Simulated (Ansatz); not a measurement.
**CH3BTe: small, medium and large basis sets**

One table from this session's results is given with a row withheld; the runs are named, their logs left out.

Program: Ansatz 0.2.0, Gaussian basis. Level of theory: one geometry, several basis sets. These are calculated values, not measurements.

Levels to be run: PBE0-D4/def2-SVP; ωB97M-V/def2-SVP; PBE0-D4/def2-QZVPP; ωB97M-V/def2-QZVPP; the functionals' def2-TZVPP values are taken from earlier runs.

1 further run of the same task is left out (for a known fault of the program).

## Structure used throughout

All runs share one geometry, relaxed beforehand with PBE0-D4 in a triple-zeta def2 set. Te takes the def2 core potential; no spin-orbit term is included.

SMILES `B1C[Te]1`, 6 atoms, charge 0, spin multiplicity 1.

Atoms are counted from 1 here; the program's logs count them from 0.

Bond lengths: B1–C2 1.518 Å, B1–Te3 2.095 Å, B1–H4 1.183 Å, C2–Te3 2.228 Å, C2–H5 1.086 Å, C2–H6 1.086 Å. Angles: C2–B1–Te3 74.2°, C2–B1–H4 145.6°, Te3–B1–H4 140.2°, B1–C2–Te3 64.8°, B1–C2–H5 121.2°, B1–C2–H6 121.2°, Te3–C2–H5 112.7°, Te3–C2–H6 112.7°, H5–C2–H6 113.3°, B1–Te3–C2 41.0°.

The first run:

in.yaml reads:

```yaml
crystal:
  periodic: [false, false, false]
  atoms:
    - {symbol: B, position_ang: [-0.477120, -0.596765, -0.476774]}
    - {symbol: C, position_ang: [0.185566, 0.585506, 0.206764]}
    - {symbol: Te, position_ang: [1.047855, -1.405625, 0.710519]}
    - {symbol: H, position_ang: [-1.326512, -0.941475, -1.224930]}
    - {symbol: H, position_ang: [0.886465, 1.223060, -0.324486]}
    - {symbol: H, position_ang: [-0.274153, 1.071300, 1.062707]}
basis:
  gaussian: {orbitals: def2-SVP}
hamiltonian: {xc: pbe0, dispersion: d4}
output: {orbitals: {seedname: orbitals}}
```

Launch:

```sh
$ ansatz run in.yaml --threads 2 --pin off --events-out ev --progress --plain --max-ram 4352MiB
```

Among the steps run: PBE0-D4 in def2-SVP; ωB97M-V in def2-SVP; PBE0-D4 in def2-QZVPP; ωB97M-V in def2-QZVPP.

One table of the session follows, with a row left open; its other results are not shown here.

It belongs to the step «Functionals by basis». 

```
functional       basis  HOMO (eV)  LUMO (eV)
   PBE0-D4    def2-SVP      -6.53      -1.58
   PBE0-D4  def2-TZVPP          ?          ?
   PBE0-D4  def2-QZVPP      -6.58      -1.67
   ωB97M-V    def2-SVP      -8.51       0.39
   ωB97M-V  def2-TZVPP      -8.58       0.24
   ωB97M-V  def2-QZVPP      -8.58       0.20
```

**Question.** Estimate the row for PBE0-D4, def2-TZVPP.

**Answer.** HOMO (eV): -6.57; LUMO (eV): -1.66. In the column «HOMO (eV)» it lies between PBE0-D4, def2-QZVPP (-6.58) and PBE0-D4, def2-SVP (-6.53).
